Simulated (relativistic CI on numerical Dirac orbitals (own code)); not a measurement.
# Fe⁴⁺: resonant inelastic X-ray scattering at the L2,3 edge

Which low excitations of Fe⁴⁺ show in RIXS, and at which incident energy? 6 crystal fields.

Method: Dirac-Coulomb-Breit CI, KLI orbitals optimised for each configuration, model QED (radiative potential, 1s self-energy scaled to tabulated hydrogen-like ionisation energies), valence Slater integrals scaled by 0.9, Kramers-Heisenberg scattering through one core-hole configuration in a parametric crystal field. Code: relativistic CI on numerical Dirac orbitals (own code) version 3.

## (1) The atom as given

| Property | Result |
| --- | --- |
| ion | Fe⁴⁺ (Fe V) |
| nuclear charge | 26 |
| electrons | 22 |
| configurations | [Ar] 3d4 → [He] 2s2 2p5 3s2 3p6 3d5 |
| temperature | 300 K |
| core-hole width | 0.4 eV |
| field 1 (cm⁻¹) | D4h, 10Dq = 28150, Ds = -1500, Dt = -230 |
| field 2 (cm⁻¹) | D4h, 10Dq = 28150, Ds = -860, Dt = -230 |
| field 3 (cm⁻¹) | D4h, 10Dq = 28150, Ds = -210, Dt = -230 |
| field 4 (cm⁻¹) | D4h, 10Dq = 28150, Ds = 430, Dt = -230 |
| field 5 (cm⁻¹) | D4h, 10Dq = 28150, Ds = 1070, Dt = -230 |
| field 6 (cm⁻¹) | D4h, 10Dq = 28150, Ds = 1710, Dt = -230 |

## (2) Field 1: D4h, 10Dq = 28150, Ds = -1500, Dt = -230

Input settings:

```ini
atom Fe  Z=26  charge=4  electrons=22
nucleus A=56  rms_radius_fm=3.7377
hamiltonian dirac-coulomb  breit=on  qed=on  c_scale=1
orbitals kli  potential=per-configuration
slater_scale 0.9
correlation none
mixing on
configurations
  [Ar] 3d4
  [He] 2s2 2p5 3s2 3p6 3d5
end
rixs L2,3 T=300 core_hole_width=0.4
crystal_field D4h 10Dq=28150 Ds=-1500 Dt=-230
```

Started as:

```bash
$ python run_levels.py task.json out
```

The settings of every run stand in task.json; they run in order.

## (3) Field 2: D4h, 10Dq = 28150, Ds = -860, Dt = -230

Changes to the settings of step 2:

```diff
@@ -12,2 +12,2 @@
 rixs L2,3 T=300 core_hole_width=0.4
-crystal_field D4h 10Dq=28150 Ds=-1500 Dt=-230
+crystal_field D4h 10Dq=28150 Ds=-860 Dt=-230
```

## (4) Field 3: D4h, 10Dq = 28150, Ds = -210, Dt = -230

Changes to the settings of step 3:

```diff
@@ -12,2 +12,2 @@
 rixs L2,3 T=300 core_hole_width=0.4
-crystal_field D4h 10Dq=28150 Ds=-860 Dt=-230
+crystal_field D4h 10Dq=28150 Ds=-210 Dt=-230
```

## (5) Field 4: D4h, 10Dq = 28150, Ds = 430, Dt = -230

Changes to the settings of step 4:

```diff
@@ -12,2 +12,2 @@
 rixs L2,3 T=300 core_hole_width=0.4
-crystal_field D4h 10Dq=28150 Ds=-210 Dt=-230
+crystal_field D4h 10Dq=28150 Ds=430 Dt=-230
```

## (6) Field 5: D4h, 10Dq = 28150, Ds = 1070, Dt = -230

Changes to the settings of step 5:

```diff
@@ -12,2 +12,2 @@
 rixs L2,3 T=300 core_hole_width=0.4
-crystal_field D4h 10Dq=28150 Ds=430 Dt=-230
+crystal_field D4h 10Dq=28150 Ds=1070 Dt=-230
```

## (7) Field 6: D4h, 10Dq = 28150, Ds = 1710, Dt = -230

Changes to the settings of step 6:

```diff
@@ -12,2 +12,2 @@
 rixs L2,3 T=300 core_hole_width=0.4
-crystal_field D4h 10Dq=28150 Ds=1070 Dt=-230
+crystal_field D4h 10Dq=28150 Ds=1710 Dt=-230
```

(Steps that only read results are left out.)

Q: Predict the outcome of this session. Wanted: incident energies, field 1.

As calculated:

| field | S, thermal mean | first incident energy (eV) | lowest loss over 0.08 eV (eV) | strongest such loss there (eV) | its level |
| --- | --- | --- | --- | --- | --- |
| 1: D4h | 1.87 | 713.8 | 0.181 | 0.181 | E, S = 1.2 |
| 2: D4h | 1.84 | 713.9 | 0.179 | 0.624 | E, S = 2.0 |
| 3: D4h | 1.57 | 716.2 | 0.087 | 0.118 | E, S = 1.3 |
| 4: D4h | 1.17 | 716.2 | 0.092 | 3.321 | E, S = 1.0 |
| 5: D4h | 1.33 | 716.3 | 0.110 | 0.167 | B1+E, S = 1.7 |
| 6: D4h | 1.60 | 714.0 | 0.141 | 0.156 | A1, S = 1.6 |

| quantity | value |
| --- | --- |
| incident energies, field 1 | 713.8, 717.3, 719.1 eV |
| strongest loss over 0.08 eV, field 1 | 0.18 eV |

**Reading.** In field 1 the strongest loss over 0.08 eV at the first resonance is 0.18 eV (E, S = 1.2). Spin-orbit coupling in the valence shell mixes spin states, so S is only an average. The ground spin differs between the fields. The first incident energy is the lowest absorption maximum of each field and need not be the same resonance in all. Only the lowest levels kept in the record count, and labels are spin-orbit irreps. Polarisations are summed, and charge-transfer losses are outside the model.
